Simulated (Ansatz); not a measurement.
# CGaGe: the cost of one run

The runs use Ansatz 0.2.0, Gaussian basis; the settings change from run to run.

40 further runs of the same task are left out: 2 for a known fault of the program, 26 that didn't finish, 12 set aside as unsound or not needed.

## 1. The geometry

The geometry is a PBE0/def2-TZVP stationary point (not a proven minimum) with its atoms shifted at random (size 0.100 Å). No spin-orbit coupling is included. The filled d shell of Ga, Ge may be among the frozen orbitals whatever the setting's name suggests; the logs give the count.

3 atoms, charge 0, spin multiplicity 2.

Atoms are counted from 1 here; the program's logs count them from 0.

Bond lengths: Ga1–C2 1.855 Å, C2–Ge3 1.757 Å. Angles: Ga1–C2–Ge3 115.1°.

## 2. CISD/6-31G*

File in.yaml:

```yaml
crystal:
  periodic: [false, false, false]
  atoms:
    - {symbol: Ga, position_ang: [0.054355, 0.086230, -1.556500]}
    - {symbol: C, position_ang: [-0.110519, -0.885895, 0.015198]}
    - {symbol: Ge, position_ang: [-0.033899, 0.063711, 1.491483]}
basis:
  gaussian: {orbitals: "6-31G*"}
magnetization: {spin_polarized: false, initial_magnetization: 1}
hamiltonian: {pseudopotentials: {relativity: scalar}}
correlation: {active_space: {ras: {orbitals: [5, 1, 50], electrons: 11, max_holes: 2, max_particles: 2}, fixed_orbitals: true}}
accuracy: high
scf: {lower_state_search: off}
output: {forces: true}
```

Command:

```bash
> ansatz run in.yaml --threads 1 --pin off --events-out ev --progress --plain --max-ram 2393MiB
```

What time and memory should one allow on 1 thread of AMD EPYC, shared host?

About 37 s, with a peak of 0.52 GiB.
